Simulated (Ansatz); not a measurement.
# AsH3 (singlet): the correlation ladder, cc-pVTZ

Aim: climb from Hartree-Fock through coupled cluster and multireference methods for AsH3 (singlet) at one geometry and basis, and see what each rung misses.

The runs use Ansatz 0.2.0, Gaussian basis; cc-pVTZ, core rule «outside noble gas», up to 14 orbitals frozen.

The runs, in order: UHF; CCSD(T) on RHF; BCCD(T) on RHF; CCSDT(Q) on RHF; CASSCF and NEVPT2, 8 electrons in 7 orbitals.

14 further runs of the same task are left out: 8 that didn't finish, 6 set aside as unsound or not needed. Runs told in other sessions of the task aren't counted.

### Step 1. The geometry

The geometry is a PBE0/def2-TZVP stationary point (not a proven minimum). No spin-orbit coupling is included. The filled d shell of As may be among the frozen orbitals whatever the setting's name suggests.

4 atoms, charge 0, spin multiplicity 1.

Atoms are counted from 1 here; the program's logs count them from 0.

Bond lengths: As1–H2 1.522 Å, As1–H3 1.522 Å, As1–H4 1.522 Å. Angles: H2–As1–H3 92.0°, H2–As1–H4 92.0°, H3–As1–H4 92.0°.

### Step 2. UHF

in.yaml reads:

```yaml
crystal:
  periodic: [false, false, false]
  atoms:
    - {symbol: As, position_ang: [0.000180, 0.000018, -0.032875]}
    - {symbol: H, position_ang: [1.259297, 0.013995, 0.821503]}
    - {symbol: H, position_ang: [-0.648855, 1.086822, 0.811601]}
    - {symbol: H, position_ang: [-0.623856, -1.102121, 0.810570]}
basis:
  gaussian: {orbitals: cc-pVTZ}
magnetization: {spin_polarized: true, initial_magnetization: 0}
hamiltonian: {xc: hf}
output: {orbitals: {seedname: orbitals}}
```

On the command line:

```bash
$ ansatz run in.yaml --threads 1 --pin off --events-out ev --progress --plain --max-ram 2393MiB
```

Further steps of the session: CCSD(T) on RHF; BCCD(T) on RHF; CCSDT(Q) on RHF; CASSCF and NEVPT2, 8 electrons in 7 orbitals.

Before running them: what should the planned runs give, taken together? Wanted: RCCSDT(Q) from the RHF energy; RMP2 from RCCSDT(Q); RCCSD from RCCSDT(Q); RCCSD(T) from RCCSDT(Q); NEVPT2 valence from RCCSDT(Q); T1 diagnostic; effectively unpaired electrons.

**Answer**, as computed:

| quantity | value |
| --- | --- |
| RCCSDT(Q) from the RHF energy | -5.1871 eV |
| RMP2 from RCCSDT(Q) | +920.6 meV |
| RCCSD from RCCSDT(Q) | +182.9 meV |
| RCCSD(T) from RCCSDT(Q) | +26.3 meV |
| NEVPT2 valence from RCCSDT(Q) | +903.7 meV |
| levels within 1 kcal/mol (43 meV) | RCCSD(T), BCCD(T), RCCSDT |
| T1 diagnostic | 0.012 |
| effectively unpaired electrons | 0.02 |

What this shows: RCCSD(T) misses by +26.3 meV, 0.5 % of the correlation energy. One determinant dominates. These misses are within one basis, not against nature.
